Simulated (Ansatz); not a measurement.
# BN (NiAs type): the dielectric function from several functionals

Aim: the dielectric function of BN (NiAs type) in the independent-particle picture, and how it depends on the functional and on the gap. The runs, in order: HSE06 for the gap; optics with PBE on 12×12×6; optics with r2SCAN on 12×12×6; optics with LDA on 12×12×6; optics with PBE and scissors to the HSE06 gap on 12×12×6.

Method: plane waves, PAW; no local fields, no excitons, in Ansatz 0.2.0.

## Step 1: The system as given

Symmetry: P6_3/mmc, No. 194, hexagonal system. The conventional cell has a = 2.491 Å, b = 2.491 Å, c = 4.001 Å, α = 90.00°, β = 90.00°, γ = 120.00°. B (site symmetry -3m) is surrounded by 6 N at 1.75 Å and 2 B at 2.00 Å. Around N (site symmetry -6m2) lie 6 B at 1.75 Å.

As a file:

```
B N
1.0
     2.49134    0.00000    0.00000
    -1.24567    2.15756    0.00000
     0.00000    0.00000    4.00106
B N
2 2
Direct
  0.00000 0.00000 0.00000
  0.00000 0.00000 0.50000
  0.33333 0.66667 0.25000
  0.66667 0.33333 0.75000
```

The cell was relaxed beforehand with r2SCAN; those runs aren't shown.

## Step 2: The gap to aim at

input.yaml

```yaml
crystal:
  lattice:
    - [2.4913353474, 0.0, 0.0]
    - [-1.2456676737, 2.1575597002, 0.0]
    - [0.0, 0.0, 4.0010591824]
  atoms:
    - { symbol: B, position: [0.0, 0.0, 0.0] }
    - { symbol: B, position: [0.0, 0.0, 0.5] }
    - { symbol: "N", position: [0.3333333333, 0.6666666667, 0.25] }
    - { symbol: "N", position: [0.6666666667, 0.3333333333, 0.75] }
kpoints:
  mp_grid: { grid: [6, 6, 4] }
  band_path:
    path:
      - [0.0, 0.0, 0.0]
      - [0.5, 0.0, 0.0]
      - [0.3333333333, 0.3333333333, 0.0]
      - [0.0, 0.0, 0.5]
      - [0.5, 0.0, 0.5]
      - [0.3333333333, 0.3333333333, 0.5]
      - [0.0, 0.179688, 0.0]
      - [0.25, 0.25, 0.1666666667]
    npoints: 1
hamiltonian:
  xc: hse06
scf:
  occupations: { method: fixed }
  n_extra_bands: 5
output:
  forces: true
  stress: true
  eigenvalues: true
```

The run is started by

```console
$ ansatz run input.yaml --threads 4 --pin off --max-ram 3686MiB --backend cpu --events-out ev --progress --plain --runs-dir out
```

Further steps of the session: Optics, PBE; Optics, r2SCAN; Optics, LDA; Optics, PBE with a scissors shift.

Before running them: what should the planned runs give, taken together? Wanted: ε∞, PBE; ε∞, r2SCAN; ε∞, LDA; tallest peak of ε₂, PBE; tallest peak of ε₂, r2SCAN; tallest peak of ε₂, LDA; HSE06 direct gap.

As calculated:

| quantity | value |
| --- | --- |
| ε∞, PBE | 8.29 (xx, yy), 9.50 (zz) |
| ε∞, r2SCAN | 7.60 (xx, yy), 8.55 (zz) |
| ε∞, LDA | 8.27 (xx, yy), 9.51 (zz) |
| ε∞, PBE + 1.32 eV scissors | 7.34 (xx, yy), 8.30 (zz) |
| tallest peak of ε₂, PBE | 14.7 at 5.85 eV (complete to 6.7 eV) |
| tallest peak of ε₂, r2SCAN | 13.5 at 6.35 eV (complete to 7.3 eV) |
| tallest peak of ε₂, LDA | 13.3 at 5.90 eV (complete to 6.7 eV) |
| tallest peak of ε₂, PBE + 1.32 eV scissors | 14.7 at 7.20 eV (complete to 8.0 eV) |
| HSE06 direct gap | 6.55 eV |

**Reading.** From PBE to PBE + 1.32 eV scissors the direct gap grows from 5.23 to 6.55 eV, and ε∞ goes from 8.70 to 7.66 (mean of the axes): a wider gap screens less. The response is anisotropic: with PBE ε∞ is 8.29 (xx, yy), 9.50 (zz). Local fields and excitons are left out: both change ε∞, and without excitons the onset lacks its lines.
